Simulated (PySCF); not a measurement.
**BGeH5 (SMILES [BH2][GeH3]): CIS/def2-SVP (spin of roots singlet)**

Wanted: the vertical excitations of BGeH5. 

The calculation is run with PySCF 2.14.0.

6 further runs of the same task are left out: 6 set aside as unsound or not needed.

## 1. The structure to begin with

The species is BGeH5 (7 atoms), meant as a singlet with charge 0. SMILES: `[BH2][GeH3]`. The coordinates come from a PBE0-D4/def2-TZVP relaxation.

Bond lengths: B1–Ge2 2.057 Å, B1–H3 1.195 Å, B1–H4 1.194 Å, Ge2–H5 1.542 Å, Ge2–H6 1.542 Å, Ge2–H7 1.538 Å. Angles: B1–Ge2–H5 109.6°, B1–Ge2–H6 109.7°, B1–Ge2–H7 114.9°, Ge2–B1–H3 119.1°, Ge2–B1–H4 122.6°, H5–Ge2–H6 106.6°, H5–Ge2–H7 107.9°, H6–Ge2–H7 107.9°, H3–B1–H4 118.3°.

## 2. The vertical excitations at CIS/def2-SVP (spin of roots singlet)

input.py reads:

```python
from pyscf import gto, scf, tdscf

system = gto.Mole()
system.atom = '''
B      0.007500    -1.219800     0.268100
Ge     0.048900     0.786100    -0.183400
H     -1.044400    -1.784600     0.312800
H      0.997700    -1.849300     0.488600
H     -0.601100     1.019700    -1.562200
H     -0.799800     1.566200     0.840700
H      1.452500     1.413700    -0.210300
'''
system.verbose = 3
system.max_memory = 1860
system.basis = 'def2-svp'
system.build()

mf = scf.RHF(system)
mf.conv_tol = 0.01
mf.kernel()

etot = mf.e_tot
print('Final energy', etot)

td = tdscf.TDA(mf)
td.nstates = 3
td.kernel()
td.analyze()
roots = td.e * 27.211386
osc = td.oscillator_strength()
print('state   eV      nm      f')
for i, (w, f) in enumerate(zip(roots, osc), 1):
    print('%3d %9.4f %8.1f %9.5f' % (i, w, 1239.842 / w, f))
```

Run with:

```sh
$ OMP_NUM_THREADS=1 python input.py
```

What values should one expect? Wanted: ground-state or mean-field energy; dipole moment; HOMO energy; LUMO energy; HOMO–LUMO gap; lowest singlet excitation energy.

Computed results:

Level: CIS/def2-SVP (spin of roots singlet).

```
                             quantity           value
    ground-state or mean-field energy  -2102.63252 Eh
 dipole moment (Hartree–Fock density)          0.70 D
  HOMO energy (Hartree–Fock orbitals)       -11.23 eV
  LUMO energy (Hartree–Fock orbitals)         1.22 eV
HOMO–LUMO gap (Hartree–Fock orbitals)        12.46 eV
     lowest singlet excitation energy         4.72 eV
```

The brightest of the 3 transitions from the ground state lies at 8.73 eV (142 nm, f = 0.025); the lowest, at 4.72 eV, has f = 0.009.
